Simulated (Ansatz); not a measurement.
Working through vertical and adiabatic energies of changing the electron count of BrI

With the Python package of Ansatz (0.2.0).

Interactive session:
```pycon
>>> import itertools
>>> import ansatz as az
>>> from ase.data import atomic_numbers, covalent_radii
>>> import numpy as np
>>> bri = (
...     az.Crystal.molecule()
...     .atom("I", [0.0, 0.0, 0.0])
...     .atom("Br", [0.0, 0.0, 2.425])
... )
>>> calc = (
...     bri.calculation()
...     .basis(gaussian="def2-SVP")
...     .functional("CAM-B3LYP")
... )
>>> symbols = [site.symbol for site in bri.cartesian_sites]
>>> start = np.array([site.position_ang for site in bri.cartesian_sites], dtype=float)
>>> report = calc.relax(force_tolerance=0.01).run().report

>>> end = np.array(report["positions_ang"])
>>> minimum = az.Crystal.molecule()
>>> for symbol, place in zip(symbols, end):
...     minimum = minimum.atom(symbol, place.tolist())
...
>>> ion = (
...     minimum.calculation()
...     .basis(gaussian="def2-SVP")
...     .functional("CAM-B3LYP")
...     .charge(1)
...     .spin("collinear", total=1)
... )
>>> vertical = ion.run().report
>>> settled = ion.relax(force_tolerance=0.01, max_steps=80).run().report
>>> print(f"vertical ionisation energy   {vertical['free_energy_ev'] - report['free_energy_ev']:.3f} eV")
vertical ionisation energy   10.123 eV
>>> print(f"adiabatic, no zero point     {settled['free_energy_ev'] - report['free_energy_ev']:.3f} eV")
adiabatic, no zero point     10.057 eV
>>> print(f"relaxation energy of the ion {vertical['free_energy_ev'] - settled['free_energy_ev']:.3f} eV")
relaxation energy of the ion 0.066 eV
>>> ionised = np.array(settled["positions_ang"])
>>> # pairs closer than 1.2 times the sum of covalent radii, before or after
>>> radius = [covalent_radii[atomic_numbers[s]] for s in symbols]
>>> span = lambda where, i, j: np.linalg.norm(where[i] - where[j])
>>> bonded = [(i, j) for i, j in itertools.combinations(range(len(symbols)), 2) if min(span(end, i, j), span(ionised, i, j)) < 1.2 * (radius[i] + radius[j])]
>>> print("pair        before    after (A)")
pair        before    after (A)
>>> for i, j in bonded:
...     print(f"{symbols[i]}{i}-{symbols[j]}{j}".ljust(10), f"{span(end, i, j):8.4f} {span(ionised, i, j):8.4f}")
...
I0-Br1       2.4969   2.4041
```

Caveats:
- The energies are electronic: no zero-point or thermal terms, and the basis set is short of its limit. The product may relax into another structure. The relaxation finds the nearest minimum, so the adiabatic value is an upper bound.
- def2 sets replace the cores of elements past krypton by effective core potentials.
- The spin state was assumed, and another may lie lower.
- Timing: 33 s on 1 thread of Arm Neoverse V1, on a shared host, peak memory 0.26 GiB.

(Lines on the test bed's own set-up are left out of the output.)
